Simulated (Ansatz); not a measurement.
# TiAl3Ni2: a closer look at a trial structure

The task, for TiAl3Ni2: see how the gap depends on the functional.

Program: Ansatz 0.2.0. Level of theory: DFT PBE, scalar-relativistic, plane waves, PAW, unless a step names another level. These are calculated values, not measurements.

1 further run of the same task is left out (set aside as unsound or not needed).

### Step 1. The system as given

The structure is tetragonal, space group P4/mmm (No. 123). Conventional cell: a = 2.880 Å, b = 2.880 Å, c = 9.739 Å, α = 90.00°, β = 90.00°, γ = 90.00°. Ti (site symmetry 4/mmm) is surrounded by 8 Al at 2.83 Å and 4 Ti at 2.88 Å. Al (site symmetry 4mm) has 4 Ni at 2.50 Å and 4 Ti at 2.83 Å as nearest neighbours. Al (site symmetry 4/mmm) is surrounded by 8 Ni at 2.50 Å. Around Ni (site symmetry 4mm) lie 8 Al at 2.50 Å.

Coordinates:

```xyz
6
Lattice="2.8803 0.0000 0.0000 0.0000 2.8803 0.0000 0.0000 0.0000 9.7390" Properties=species:S:1:pos:R:3 pbc="T T T"
Ti    0.0000    0.0000    0.0000
Al    1.4402    1.4402    7.7729
Al    1.4402    1.4402    1.9661
Al    1.4402    1.4402    4.8695
Ni    0.0000    0.0000    6.3163
Ni    0.0000    0.0000    3.4227
```

It is the end of an earlier relaxation with the same method, from a generated guess; it is a trial structure. At a tolerance of 0.05 Å it has space group P4/mmm (No. 123); it has 13.47 Å³/atom, an uncorrected energy of -0.58 eV/atom over the elements and, on its mesh, gap none (metal).

### Step 2. The same geometry with PBEsol

Contents of input.yaml:

```yaml
crystal:
  lattice:
    - [2.880318925, 0.0, 0.0]
    - [0.0, 2.880318925, 0.0]
    - [0.0, 0.0, 9.7390143221]
  atoms:
    - { symbol: Ti, position: [0.0, 0.0, 0.0] }
    - { symbol: Al, position: [0.5, 0.5, 0.7981181352] }
    - { symbol: Al, position: [0.5, 0.5, 0.2018818648] }
    - { symbol: Al, position: [0.5, 0.5, 0.5] }
    - { symbol: Ni, position: [0.0, 0.0, 0.648556593] }
    - { symbol: Ni, position: [0.0, 0.0, 0.351443407] }
basis:
  ecutwfc: 420
kpoints:
  mp_grid: { grid: [14, 14, 4] }
  band_path:
    path:
      - [[0.0, 0.0, 0.0], [0.0, 0.5, 0.0], [0.5, 0.5, 0.0], [0.0, 0.0, 0.0], [0.0, 0.0, 0.5], [0.0, 0.5, 0.5], [0.5, 0.5, 0.5], [0.0, 0.0, 0.5]]
      - [[0.0, 0.5, 0.0], [0.0, 0.5, 0.5]]
      - [[0.5, 0.5, 0.0], [0.5, 0.5, 0.5]]
    npoints: 14
hamiltonian:
  xc: pbesol
scf:
  occupations: { method: gaussian, width: 0.1 }
  n_extra_bands: 15
output:
  forces: true
  stress: true
  eigenvalues: true
  populations: true
  dos: { projected: true, de: 0.02, nscf_kmesh: { grid: [17, 17, 5] } }
  bader: true
  write_density: true
  write_potential: true
  elf: true
  volumetric_format: npy
```

Command:

```console
$ ansatz run input.yaml --threads 1 --pin off --max-ram 2560MiB --backend cpu --events-out ev --progress --plain --runs-dir out
```

Log:

```text
Warning: RAYON_NUM_THREADS=1 ignored (pool sized by the plan → 1); use --threads N
scf.n_extra_bands = 15 over 29 filled bands (N_el = 57.0): the run solves 44 bands
Engine: ansatz 0.2.0, x86_64-unknown-linux-gnu
Pseudopotentials: kind: paw
Pseudopotential: Ti, paw, valence charge 12, recommended cutoff 420 eV (normal), Ti.paw.azcp
Pseudopotential: Al, paw, valence charge 3, recommended cutoff 420 eV (normal), Al.paw.azcp
Pseudopotential: Ni, paw, valence charge 18, recommended cutoff 420 eV (normal), Ni.paw.azcp
Functional definition: PBEsol
  exchange = pbesol_x
  correlation = pbesol_c
Crystal: 6 atoms, lattice volume = 80.797 Å³
Basis set: ecut = 420 eV, 1581 PW (Γ), exchange–correlation on 40×40×144 points (8 copies of the dense FFT grid, shifted against one another)
Bands: 44, of which v1, the nominal top of the filled ones, is band 29 counted from 1 (28 counted from 0)
Symmetry: 16 space group operations
Space group: P4/mmm (ITA 123), of the structure as read, at distance tolerance 4.3e-5 Å
k-points: 108 of 784
Non-local potential: Ti, projectors of the file, l = 0: 3, l = 1: 2, l = 2: 3, l = 3: 1
Non-local potential: Al, projectors of the file, l = 0: 2, l = 1: 2, l = 2: 1
Non-local potential: Ni, projectors of the file, l = 0: 3, l = 1: 2, l = 2: 3, l = 3: 1
PAW form: soft (Blöchl's): semilocal exchange-correlation on the pseudo side does not see the compensation charge
PAW frozen core: Ti, regenerated for the run's functional, and the local potential with it (the file was generated under x = pbe(κ = 0.804, μ = 0.2195149727645171), c = pbe(β = 0.06672455060314922))
PAW frozen core: Al, regenerated for the run's functional, and the local potential with it (the file was generated under x = pbe(κ = 0.804, μ = 0.2195149727645171), c = pbe(β = 0.06672455060314922))
PAW frozen core: Ni, regenerated for the run's functional, and the local potential with it (the file was generated under x = pbe(κ = 0.804, μ = 0.2195149727645171), c = pbe(β = 0.06672455060314922))
PAW one-centre angular grid: Ti, 590 points (default); XC on 64 Gauss nodes
PAW one-centre angular grid: Al, 110 points (default); XC on 64 Gauss nodes
PAW one-centre angular grid: Ni, 590 points (default); XC on 64 Gauss nodes
Initial density: superposition of atomic densities (neutral atoms: chi_scale 0, normalization atom), corrected by the library's trained network
Initial wavefunctions: pseudopotential atomic-orbital guess
Functional: x = pbesol(κ = 0.804, μ = 0.12345679012345678), c = pbesol(β = 0.046)
SCF iter   1: F=—  HF=-15661.039825 eV  |F-HF|=—  |Δ(HF+E_count)|=         —  Δρ=2.36e-2  dr2=8.57e-1  ethr=1.77e-3  ⟨swp⟩=5.8  Hψ=20210  notcnv=0  defer=216
preconditioner: auto → Kerker (q_TF=auto, 2.574 Å⁻¹)  [metal: Δε(μ)=0.004 eV  Ē_g=8.268 eV  σ=0.100 eV  W_gap=0.02  n_scr=26 (ndim 8)  ℏωp=23.7 eV  f_vac=0.000  D(μ)=4.18/eV (n_scr^D=36)]
SCF iter   2: F=—  HF=-15661.012164 eV  |F-HF|=—  |Δ(HF+E_count)|=   2.77e-2  Δρ=8.31e-3  dr2=1.98e-1  ethr=1.50e-3  ⟨swp⟩=2.0  Hψ=6110  notcnv=0  defer=493
SCF iter   3: F=—  HF=-15661.005924 eV  |F-HF|=—  |Δ(HF+E_count)|=   6.24e-3  Δρ=1.97e-3  dr2=2.05e-2  ethr=3.48e-4  ⟨swp⟩=1.0  Hψ=3829  notcnv=0  defer=668
SCF iter   4: F=—  HF=-15661.005137 eV  |F-HF|=—  |Δ(HF+E_count)|=   7.88e-4  Δρ=4.67e-4  dr2=4.10e-4  ethr=3.59e-5  ⟨swp⟩=1.0  Hψ=3829  notcnv=0  defer=668
SCF iter   5: F=—  HF=-15661.005080 eV  |F-HF|=—  |Δ(HF+E_count)|=   5.66e-5  Δρ=9.97e-5  dr2=3.19e-5  ethr=7.20e-7  ⟨swp⟩=1.8  Hψ=4529  notcnv=0  defer=668
SCF iter   6: F=—  HF=-15661.005012 eV  |F-HF|=—  |Δ(HF+E_count)|=   6.79e-5  Δρ=2.70e-5  dr2=9.15e-7  ethr=5.60e-8  ⟨swp⟩=2.0  Hψ=5255  notcnv=0  defer=669
SCF iter   7: F=—  HF=-15661.005012 eV  |F-HF|=—  |Δ(HF+E_count)|=   3.09e-7  Δρ=9.36e-6  dr2=1.73e-7  ethr=1.75e-10  ⟨swp⟩=13.8  Hψ=35858  notcnv=0
SCF iter   8: F=-15661.005012 eV  HF=-15661.005012 eV  |F-HF|=3.02e-9  |Δ(HF+E_count)|=   1.45e-8  Δρ=1.73e-6  dr2=3.66e-9  ethr=1.75e-10  ⟨swp⟩=6.7  Hψ=20827  notcnv=0
SCF 1 converged in 8 iterations: F = -15661.005012 eV  dr2 = 3.66e-9
NSCF: frozen V_eff on 129 k-points
NSCF: frozen V_eff on 135 k-points
SCF converged after 8 iterations
Free energy (F): -15661.005012 eV
Harris-Foulkes:  -15661.005012 eV  (|F-HF|=3.02e-9)
Internal energy: -15660.984154 eV  (E = F + TS)
E sigma→0 (E₀):  -15660.994583 eV
Entropy (-TS):   -0.020858 eV (-3.476 meV/atom)
Fermi energy:    12.529720 eV
--- Per-component energies (eV) ---
  E_band       = -868.752009
  E_kinetic    = 917.954399
  E_local      = -11257.826374  (includes V_loc(G=0)·N_el)
  E_nonlocal   = 1317.995338
  E_hartree    = 4913.070665
  E_xc         = -387.238941
  E_vxc        = -432.058232  (∫ρ·V_xc dr)
  E_paw        = -5583.517522  (= ΣΔE_a)
  E_vpaw       = -1240.960882  (= ΣTr[D̂ρ^β])
  E_aug_tail   = 0.001027  (compensation charges beyond the density's cutoff)
  E_ewald      = -5582.014126
  E_core_change = 0.591379  (= ΣΔE_core)
  E_smearing   = -0.020858  (= −TS)
  E_closure    = 0.000000  (closes the sum)
  Σ components = -15661.005012   (vs F -15661.005012, Δ=0.00e0)
--- Forces (eV/Å), atoms counted from 1 ---
  atom   1  Ti     0.00000000     0.00000000     0.00000000
  atom   2  Al    -0.00000000     0.00000000    -0.08015115
  atom   3  Al    -0.00000000     0.00000000     0.08015115
  atom   4  Al     0.00000000     0.00000000     0.00000000
  atom   5  Ni     0.00000000     0.00000000    -0.02070831
  atom   6  Ni     0.00000000     0.00000000     0.02070831
  max |Σ_I F_I| component: 3.47e-18 eV/Å
--- Stress (GPa, compression-positive) ---
       -4.450297       0.000000       0.000000
        0.000000      -4.450297       0.000000
        0.000000       0.000000      -4.332362
  P = ⅓ Tr σ = -4.4110 GPa (-44.110 kbar)
--- Band table (eV; the first three rows and the last of 108) ---
  k-point 0: bands = ["-90.4287", "-90.4280", "-51.0149", "-51.0039", "-50.9650", "-50.9650", "-50.9641", "-50.9641", "-43.8510", "-20.3767", "-19.9513", "-19.9513", "1.8896", "3.4425", "4.5268", "7.8057", "8.4716", "9.4707", "9.7081", "9.8119", "10.5039", "10.5039", "10.8464", "10.8464", "11.0860", "11.1296", "11.8211", "11.8664", "13.4034", "14.3238", "14.3238", "15.6402", "15.7305", "18.5462", "18.5462", "20.1277", "20.4435", "20.4641", "20.4641", "20.7421", "21.1441", "21.7223", "21.7223", "23.7350"]
  k-point 1: bands = ["-90.4287", "-90.4280", "-51.0149", "-51.0039", "-50.9650", "-50.9650", "-50.9641", "-50.9641", "-43.8510", "-20.3767", "-19.9513", "-19.9513", "1.9318", "3.2062", "4.9437", "7.1085", "8.9338", "9.4722", "9.7063", "9.8545", "10.5021", "10.5021", "10.8489", "10.8489", "11.0860", "11.1296", "11.8216", "12.0684", "13.2574", "14.3197", "14.3197", "15.4402", "15.6402", "18.6412", "18.6412", "20.0995", "20.0995", "20.4433", "20.6417", "20.7466", "21.1347", "22.2914", "22.2914", "23.3776"]
  k-point 2: bands = ["-90.4287", "-90.4280", "-51.0149", "-51.0039", "-50.9650", "-50.9650", "-50.9641", "-50.9641", "-43.8510", "-20.3767", "-19.9513", "-19.9513", "1.9814", "3.0232", "5.4598", "6.4722", "9.1554", "9.4736", "9.7045", "9.9093", "10.5004", "10.5004", "10.8513", "10.8513", "11.0860", "11.1295", "11.8222", "12.4345", "12.9491", "14.3156", "14.3156", "15.1838", "15.6402", "18.7660", "18.7660", "19.7996", "19.7996", "20.4432", "20.7513", "21.1251", "21.2729", "22.9221", "23.2287", "23.2287"]
  k-point 107: bands = ["-90.4258", "-90.4252", "-51.0109", "-51.0002", "-50.9859", "-50.9859", "-50.9850", "-50.9850", "-43.7580", "-20.3003", "-20.3003", "-20.2795", "7.5693", "8.1049", "8.6988", "8.6988", "9.5421", "9.5421", "9.6406", "9.7227", "9.8925", "9.8925", "10.7264", "11.5960", "11.6104", "12.1348", "12.1348", "12.3127", "12.3127", "12.9076", "14.1157", "14.7143", "14.7771", "15.4588", "15.4639", "15.4639", "15.9262", "16.5554", "16.7059", "17.3129", "17.3129", "18.8142", "19.6495", "21.8005"]
--- Löwdin populations: 6 sites ---
  site symbol       q [e]
     0     Ti     11.5141
     1     Al      3.3630
     2     Al      3.3630
     3     Al      3.2887
     4     Ni     17.5090
     5     Ni     17.5090
  spilling = 0.007952 (of n_electrons = 57.000000)
--- Bader charges: 6 sites ---
  site symbol  charge [e]  shift [e]
     0     Ti      0.6123     0.0001
     1     Al      0.5970     0.0004
     2     Al      0.5970     0.0004
     3     Al      1.6887     0.0005
     4     Ni     -1.7475     0.0007
     5     Ni     -1.7475     0.0007
  estimated error of the sums over rays = 5.8e-4 e
```

It took 2.4 min on 1 thread of Intel Xeon Platinum 8259CL at 2.50GHz (Skylake/Cascade Lake), shared host; peak memory 0.67 GiB.

By site:

| atom | Löwdin electrons | Bader charge (e) | Bader volume (Å³) |
| --- | --- | --- | --- |
| Ti1 | 11.51 | +0.61 | 13.8 |
| Al2 | 3.36 | +0.60 | 12.2 |
| Al3 | 3.36 | +0.60 | 12.2 |
| Al4 | 3.29 | +1.69 | 6.6 |
| Ni5 | 17.51 | -1.75 | 18.0 |
| Ni6 | 17.51 | -1.75 | 18.0 |

The Löwdin counts miss 0.45 of the 57 electrons, which the atomic orbitals do not span, so they are no charges.

From bands.tsv, the levels nearest the Fermi level at the path's corners, in eV from the Fermi level:

```
point  band 25  band 26  band 27  band 28  band 29  band 30  band 31  band 32
    Γ    -1.44    -1.40    -0.71    -0.66     0.87     1.79     1.79     3.11
    X    -1.87    -1.84    -1.56    -0.74    -0.71    -0.41     1.60     2.23
    M    -1.24    -0.93    -0.92     0.22     1.03     1.03     1.62     1.81
    Γ    -1.44    -1.40    -0.71    -0.66     0.87     1.79     1.79     3.11
    Z    -1.44    -1.40    -0.71    -0.10     0.42     1.79     1.79     2.65
    R    -1.87    -1.81    -1.56    -1.12    -0.60    -0.40     1.51     1.60
    A    -0.92    -0.40    -0.40    -0.22    -0.22     0.38     1.59     2.19
    Z    -1.44    -1.40    -0.71    -0.10     0.42     1.79     1.79     2.65
    X    -1.87    -1.84    -1.56    -0.74    -0.71    -0.41     1.60     2.23
    R    -1.87    -1.81    -1.56    -1.12    -0.60    -0.40     1.51     1.60
    M    -1.24    -0.93    -0.92     0.22     1.03     1.03     1.62     1.81
    A    -0.92    -0.40    -0.40    -0.22    -0.22     0.38     1.59     2.19
```

Counts of states by energy window (eV from the Fermi level), total and by projection:

| from | to | total | Ti 3d | Al 3s | Al 3p | Ni 3d |
| --- | --- | --- | --- | --- | --- | --- |
| -8 | -7 | 1.00 | 0.01 | 0.38 | 0.39 | 0.03 |
| -7 | -6 | 1.35 | 0.03 | 0.52 | 0.51 | 0.11 |
| -6 | -5 | 1.82 | 0.08 | 0.57 | 0.63 | 0.39 |
| -5 | -4 | 2.08 | 0.08 | 0.36 | 0.77 | 0.68 |
| -4 | -3 | 4.67 | 0.18 | 0.18 | 1.40 | 2.63 |
| -3 | -2 | 7.75 | 0.45 | 0.08 | 1.14 | 5.80 |
| -2 | -1 | 8.44 | 0.70 | 0.07 | 0.86 | 6.53 |
| -1 | 0 | 4.50 | 1.52 | 0.10 | 0.78 | 1.86 |
| 0 | 1 | 2.38 | 1.07 | 0.06 | 0.54 | 0.50 |
| 1 | 2 | 3.93 | 2.47 | 0.11 | 0.58 | 0.29 |
| 2 | 3 | 2.92 | 1.38 | 0.25 | 0.47 | 0.23 |
| 3 | 4 | 2.83 | 0.55 | 0.76 | 0.72 | 0.30 |
| 4 | 5 | 3.12 | 0.62 | 0.63 | 0.99 | 0.18 |
| 5 | 6 | 2.86 | 0.31 | 0.39 | 1.16 | 0.13 |

Below -8 eV lie 25 or so more states.

Density in a lattice plane of the grid's cell (edges 2.88 and 9.74 Å, at 0.000 of the third edge), which holds Ti and Ni.

Values in e/Å³, 12 rows by 6 columns:
```
 0.96  0.47  0.22  0.20  0.22  0.47
 0.14  0.16  0.19  0.21  0.19  0.16
 0.46  0.34  0.24  0.22  0.24  0.34
43.41  8.20  0.44  0.24  0.44  8.20
 3.76  1.27  0.31  0.23  0.31  1.27
 0.24  0.23  0.22  0.22  0.22  0.23
 3.76  1.27  0.31  0.23  0.31  1.27
43.41  8.20  0.44  0.24  0.44  8.20
 0.46  0.34  0.24  0.22  0.24  0.34
 0.14  0.16  0.19  0.21  0.19  0.16
 0.96  0.47  0.22  0.20  0.22  0.47
10.20  5.86  0.49  0.22  0.49  5.86
```
Columns run along the first of these edges and rows up along the second, over one cell in 6 and 12 even steps from the bottom left corner. Atoms in the plane (fractional): Ti at (0.00, 0.00), Ni at (0.00, 0.65), Ni at (0.00, 0.35).

ELF in the same plane.

Ten even steps from ' ' (0.00) to '@' (0.72):
```
##%%==--++--==%%
....::++%%++::..
::--++##%%##++--
++++**##%%##**++
::::==**##**==::
++==::--++--::==
@@**--::==::--**
++==::--++--::==
::::--++**++--::
====++******++==
::::--++**++--::
++==::--++--::==
@@**--::==::--**
++==::--++--::==
::::==**##**==::
++++**##%%##**++
::--++##%%##++--
....::++%%++::..
##%%==--++--==%%
  ++%%--==--%%++
```
Columns run along the first of these edges and rows up along the second, over one cell in 8 and 20 even steps from the bottom left corner. Atoms in the plane (fractional): Ti at (0.00, 0.00), Ni at (0.00, 0.65), Ni at (0.00, 0.35).

Both are smooth fields of the valence electrons: close to the nuclei they are not physical.

Maxima of ELF outside the ion cores: 0.75 beside Al, off the lines to its neighbours, 1.2 Å from Al; 0.52 in the shell around Al, 1.1 Å from Al.

### Step 3. A run with other settings

Contents of input.yaml:

```yaml
crystal:
  lattice:
    - [2.880318925, 0.0, 0.0]
    - [0.0, 2.880318925, 0.0]
    - [0.0, 0.0, 9.7390143221]
  atoms:
    - { symbol: Ti, position: [0.0, 0.0, 0.0] }
    - { symbol: Al, position: [0.5, 0.5, 0.7981181352] }
    - { symbol: Al, position: [0.5, 0.5, 0.2018818648] }
    - { symbol: Al, position: [0.5, 0.5, 0.5] }
    - { symbol: Ni, position: [0.0, 0.0, 0.648556593] }
    - { symbol: Ni, position: [0.0, 0.0, 0.351443407] }
basis:
  ecutwfc: 420
kpoints:
  mp_grid: { grid: [14, 14, 4] }
hamiltonian:
  xc: pbesol
scf:
  occupations: { method: gaussian, width: 0.1 }
  convergence: { dr2_threshold: -1.0e-06 }
  max_iter: 80
output:
  forces: true
  eigenvalues: true
  stress: true
```

Command:

```console
$ ansatz run input.yaml --threads 1 --pin off --max-ram 2560MiB --backend cpu --events-out ev --progress --plain --runs-dir out
```

Log:

```text
Error: invalid value for `scf.convergence.dr2_threshold`: must be finite and > 0; got -0.000001 eV
```

Run time: 0.03 s. Hardware: 1 thread of Intel Xeon Platinum 8259CL at 2.50GHz (Skylake/Cascade Lake), shared host; peak memory 0.041 GiB.

### Step 4. Reading the log

Nothing was computed: the input was turned down at the start. Its message: «invalid value for `scf.convergence.dr2_threshold`: must be finite and > 0; got -0.000001 eV»

The suspect setting: scf.convergence.dr2_threshold is -1.0e-06. The number typed is not permitted for that setting.

The cure: delete scf.convergence.dr2_threshold (the default then holds).

### Step 5. The levels side by side

| level | gap (eV) | pressure (GPa) | CPU time | against the first |
| --- | --- | --- | --- | --- |
| PBE | 0.00 | 0.0 | 2.6 min | × 1 |
| PBEsol | 0.00 | -4.4 | 2.4 min | × 0.93 |

All at the geometry relaxed with the first.

### Step 6. Summary of results

```
                          quantity                                    value
                      gap (PBEsol)                             none (metal)
states at the Fermi level (PBEsol)                     3.07 per eV per cell
            Bader charges (PBEsol)  Ti +0.61, Al +0.60 to +1.69, Ni -1.75 e
```

All levels find a metal. At this fixed cell PBEsol gives -4.4 GPa, so it would relax to a smaller volume. Spin polarisation is off in the runs that give these values; a magnetic solution could lie lower.
